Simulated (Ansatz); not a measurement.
C3H4Se, SMILES C1=C[Se]C1, an atomisation energy

With Ansatz 0.2.0, Python API.

Input file `c3h4se.xyz`:
```text
8

C    -0.44390    0.55730   -0.03680
C     0.75280    0.79340    0.52300
Se    1.36540   -1.02570    0.30620
C    -0.21460   -0.83520   -0.34200
H    -1.32750    1.26120   -0.24390
H     1.23140    1.68910    0.94820
H    -0.98720   -1.47000    0.22660
H    -0.28420   -1.02720   -1.43710
```

Run as a notebook:

**Cell 1**
```python
from collections import Counter

import ansatz as az
```

**Cell 2**
```python
def energy(molecule, charge=0, unpaired=0):
    calc = (
        molecule.calculation()
        .basis(gaussian="cc-pVDZ")
        .functional("hf")
    )
    if charge:
        calc = calc.charge(charge)
    if unpaired:
        calc = calc.spin("collinear", total=unpaired)
    report = calc.run().report
    if report["published_state_doubts"]:
        print("  doubts:", report["published_state_doubts"])
    return report["free_energy_ev"]

molecule = az.Crystal.molecule_from_extxyz("c3h4se.xyz")

# Hund ground states
unpaired = {"C": 2, "Se": 2, "H": 1}
counts = Counter(site.symbol for site in molecule.cartesian_sites)
atom_energy = {s: energy(az.Crystal.molecule().atom(s, (0, 0, 0)), 0, unpaired[s]) for s in counts}
whole = energy(molecule, 0, 0)
for s, e in atom_energy.items():
    print(f"{s:2s} x{counts[s]}  {e:14.5f} eV")
print(f"C3H4Se: {whole:.5f} eV")
split = sum(counts[s] * e for s, e in atom_energy.items()) - whole
print(f"atomisation energy (no zero-point term): {96.485332 * split:.1f} kJ/mol, {split / sum(counts.values()):.3f} eV an atom")
```
Output:
```text
C  x3     -1025.50311 eV
Se x1    -65301.80661 eV
H  x4       -13.58606 eV
C3H4Se: -68454.13123 eV
atomisation energy (no zero-point term): 2071.6 kJ/mol, 2.684 eV an atom
```

2071.6 kJ/mol from the electronic energies, without the zero-point term.

Reading the output:
- Total energies depend on the basis set; only differences at equal settings carry meaning.
- The geometry is a force-field or estimated start, not a minimum of this method, and the basis set is short of its limit. All parts are taken at fixed geometry, without zero-point energy.
- Hartree-Fock leaves correlation out, so bond, atomisation and ionisation energies come out well too low.
- The spin-orbit lowering of heavy atoms is left out.
- Hardware and time: 2.1 s on 1 thread of Arm Neoverse V1, on a shared host, peak memory 0.22 GiB.

(Lines on the test bed's own set-up are left out of the output.)
